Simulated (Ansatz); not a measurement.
## BrClH2Si, SMILES Cl[SiH2]Br: a rigid scan of one bond length, step by step

Program: Ansatz 0.2.0, Python API.

Run as a notebook:

**Cell 1**
```python
import ansatz
import numpy as np
```

**Cell 2**
```python
mol = (
    ansatz.Crystal.molecule()
    .atom("Cl", (-0.9032, -0.5398, 1.6708))
    .atom("Si", (0.1274, -0.0744, -0.026))
    .atom("Br", (-1.0281, 1.3486, -1.3039))
    .atom("H", (0.4311, -1.3325, -0.7617))
    .atom("H", (1.4227, 0.5244, 0.3795))
)
```

**Cell 3**
```python
symbols = [site.symbol for site in mol.cartesian_sites]
start = np.array([site.position_ang for site in mol.cartesian_sites])
axis = (start[2] - start[1]) / np.linalg.norm(start[2] - start[1])
moving = [2]
lengths, energies = [1.966, 2.056, 2.145, 2.235, 2.324, 2.413, 2.503, 2.637], []
for length in lengths:
    xyz = start.copy()
    xyz[moving] += (length - np.linalg.norm(start[2] - start[1])) * axis
    point = ansatz.Crystal.molecule()
    for symbol, xyz in zip(symbols, xyz):
        point = point.atom(symbol, xyz.tolist())
    calc = point.calculation().basis(gaussian="def2-SVP").functional("B3LYP")
    report = calc.run().report
    energies.append(report["free_energy_ev"])
    print(f"r = {length:6.3f} A  E = {energies[-1]:.5f} eV  <S^2> = {abs(report['mean_field']['state']['spin_squared']):.3f}")
```
Output:
```text
r =  1.966 A  E = -90467.52123 eV  <S^2> = 0.000
r =  2.056 A  E = -90467.99639 eV  <S^2> = 0.000
r =  2.145 A  E = -90468.22188 eV  <S^2> = 0.000
r =  2.235 A  E = -90468.27777 eV  <S^2> = 0.000
r =  2.324 A  E = -90468.21595 eV  <S^2> = 0.000
r =  2.413 A  E = -90468.07584 eV  <S^2> = 0.000
r =  2.503 A  E = -90467.88252 eV  <S^2> = 0.000
r =  2.637 A  E = -90467.54083 eV  <S^2> = 0.000
```

**Cell 4**
```python
# quartic fit about the minimum
fit = np.polynomial.Polynomial.fit(lengths, np.array(energies) - min(energies), 4).convert()
roots = [r.real for r in fit.deriv().roots() if abs(r.imag) < 1e-9 and fit.deriv(2)(r.real) > 0]
r_e = min(roots, key=lambda r: abs(r - lengths[int(np.argmin(energies))]))
print(f"minimum of the fit at {r_e:.4f} A, force constant {fit.deriv(2)(r_e):.2f} eV/A^2")
```
Output:
```text
minimum of the fit at 2.2257 A, force constant 15.39 eV/A^2
```

Caveats:
- Total energies depend on the basis set; only differences at equal settings carry meaning.
- The rest of the molecule is held rigid at a force-field or estimated start geometry, and the basis set is modest; single-reference methods fail as a bond breaks.
- b3lyp holds the VWN-RPA fit, as in Gaussian; the form of ORCA and Turbomole is b3lyp5.
- The orbitals are restricted, so S² is zero by construction.
- Wall time of the script: 20 s on 1 thread of Intel(R) Xeon(R) Platinum 8259CL CPU @ 2.50GHz (Skylake/Cascade Lake), on a shared host, peak memory 0.23 GiB.

(Lines on the test bed's own set-up are left out of the output.)
